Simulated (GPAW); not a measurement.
ScNbN, 6 atoms in the cell. The structure is trigonal, space group P-3m1 (No. 164). The conventional cell has a = 3.111 Å, b = 3.111 Å, c = 10.357 Å, α = 90.00°, β = 90.00°, γ = 120.00°. Nb (site symmetry 3m) is surrounded by 3 N at 2.21 Å. Around Sc (site symmetry -3m) lie 6 Sc at 3.11 Å and 6 Nb at 3.13 Å. Around Sc (site symmetry -3m) lie 6 N at 2.23 Å. N (site symmetry 3m) has 3 Nb at 2.21 Å and 3 Sc at 2.23 Å as nearest neighbours. The cell comes from a database or a generator and needn't be the stable form of this composition.

| Quantity | Value |
| --- | --- |
| Program | GPAW 26.7.0 |
| Task | equation of state |
| Functional | PBE |
| Potentials or basis | GPAW PAW data sets (gpaw-data 1.2.1) |
| Cutoff | 800 eV |
| Basis | pw |
| k mesh | 7 × 7 × 2 |
| Occupations | fermi-dirac, width 0.05 eV |
| Spin | no spin polarisation |
| Maxiter | 150 |
| Eos scales | [0.94, 0.96, 0.98, 1.0, 1.02, 1.04, 1.06] |

Potentials or basis: GPAW PAW data sets (gpaw-data 1.2.1), pw.

Run with:

```sh
$ OMP_NUM_THREADS=1 python run.py
```

Hardware: 1 thread of Arm Neoverse V1, with other jobs on the host.

**Question.** Estimate the wall time of this run.

**Answer.** Wall time 13 min on 1 thread of Arm Neoverse V1 (shared host), peak memory 0.63 GiB. Counts: scf iterations 91, plane waves 4301, bands 53, k points 16.
